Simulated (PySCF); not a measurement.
# EuN2 (Eu(N2)3+): the cost of one run

Computed with PySCF 2.14.0. Level: several levels, as the steps say, no spin–orbit coupling.

3 further runs of the same task are left out: 1 for a known fault of the program, 2 that didn't finish. Runs told in other sessions of the task aren't counted.

## Step 1: The starting structure

3 atoms, charge 3, spin multiplicity 1.

Bond lengths: Eu1–N2 2.426 Å, N2–N3 1.123 Å. Angles: Eu1–N2–N3 180.0°.

Coordinates:

```xyz
3

Eu    0.0000    0.0000   -0.4441
N     0.0000    0.0000    1.9821
N     0.0000    0.0000    3.1051
```

Formal oxidation states: Eu +3. Each metal's 6 4f electrons lie in its core potential, so multiplicities, spins and levels count the valence alone. An earlier session relaxed this geometry at PBE, Eu lcecp-1-SVP with ECP52, N def2-SVP (singlet, point group C∞v).

At PBE on the finer grid: E = -143.231950 Eh, HOMO -26.10 eV, LUMO -22.28 eV, Mulliken charge on Eu1 +2.65 e, largest force component 0.012 eV/Å. 

Levels to run: PBE0; r2SCAN; HF; wB97X; PBE, TZVP. Hardware: 2 threads of Arm Neoverse V1, shared host.

## Step 2: PBE0

Contents of run.py (the lines that set the calculation):

```python
mol = gto.M(atom='''
Eu     0.00000     0.00000    -0.44410
N      0.00000     0.00000     1.98212
N      0.00000     0.00000     3.10509''',
    basis={'Eu': 'lcecp-1-SVP', 'N': 'def2-SVP'},
    ecp={'Eu': 'lcecp-1-SVP'},
    charge=3, spin=0)
mf = dft.RKS(mol, xc='PBE0')
mf.grids.atom_grid = (75, 302)  # f atoms: unpruned, at least (60, 302)
mf = mf.density_fit()  # fitting sets: Eu AutoAux, N def2-universal-JKFIT
mf.conv_tol = 1e-08; mf.max_cycle = 55
mf.kernel(dm0)  # dm0: the density of the relaxed state
```

The run is started by

```console
$ OMP_NUM_THREADS=2 python run.py
```

**Question.** How long does this run take on 2 threads of Arm Neoverse V1, shared host?

About 1.2 s.
